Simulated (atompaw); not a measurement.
# Pseudopotential generation for Lu: PAW (atompaw), PBEsol

Aim: build the potential from the settings below, then test how well it stands in for the atom: scattering, ghost states and the plane-wave cutoff that it needs.

The numbers are computed with atompaw 4.2.0.5 (PBEsol, scalar-relativistic, spin-unpolarised reference atom).

### Step 1. Starting point

The settings as typed:

```
element                 : lutetium (Lu, Z = 71)
type                    : PAW
frozen core             : [Kr] 4d10
valence charge          : 25
reference configuration : 4f14 5s2 5p6 5d1 6s2 6p0
partial waves           : 5s (bound): rc 2.10 bohr; 6s (bound): rc 1.75 bohr; 5p (bound): rc 2.15 bohr; 6p (bound, empty): rc 3.00 bohr; 5d (bound): rc 3.00 bohr; 5d channel at 1.15 Ry: rc 3.00 bohr; 4f (bound): rc 1.30 bohr; 4f channel at 0.3 Ry: rc 1.30 bohr
local potential         : bessel scheme, radius 2.70 bohr
core correction         : smooth core density matched at 2.00 bohr
augmentation charge     : gaussian compensation charge, radius 2.25 bohr; PAW radius 3.00 bohr; waves and projectors: custom polynom2 7 10 vanderbiltortho
```

### Step 2. Generation

File Lu.input:

```
Lu 71
GGA-PBESOL scalarrelativistic loggrid 2001 logderivrange -6 5 276
6 6 5 4 0 0
6 1 0
5 2 1
0 0 0
c
c
c
c
v
v
c
c
c
v
v
c
c
v
v
3
3.00 2.25 2.70 2.00
n
n
y
1.15
n
y
0.3
n
custom polynom2 7 10 vanderbiltortho gaussian
bessel
2.10
1.75
2.15
3.00
3.00
3.00
1.30
1.30
PWSCFOUT
UPFDX 0.0125d0 UPFXMIN -7.d0 UPFZMESH 71.d0
END
```

Run with:

```console
atompaw < Lu.input > Lu.log
```

Q: Predict the outcome of this session. Wanted: cutoffs; bound ghosts; largest phase difference near zero energy, channels read; lowest eigenvalue of the overlap; share of valence orbitals outside the PAW sphere; UPF file.

The runs gave:

```
                                                quantity                                              value
                                                 cutoffs                                     not determined
                                            bound ghosts                                     not determined
largest phase difference near zero energy, channels read                                          0.007 rad
         lowest eigenvalue of the overlap (Bessel basis)                                          0.532 (s)
        share of valence orbitals outside the PAW sphere  5s 0 %, 6s 65 %, 5p 1 %, 6p 90 %, 5d 38 %, 4f 0 %
                                                UPF file                                            written
```

Even at 400 Ry an occupied level stays 14 mRy from its reference, so no cutoffs are read. Ghosts could not be judged. Near zero energy the phases of the channels with partial waves agree within 0.007 rad. These are tests on the free atom; a crystal test is still owed.
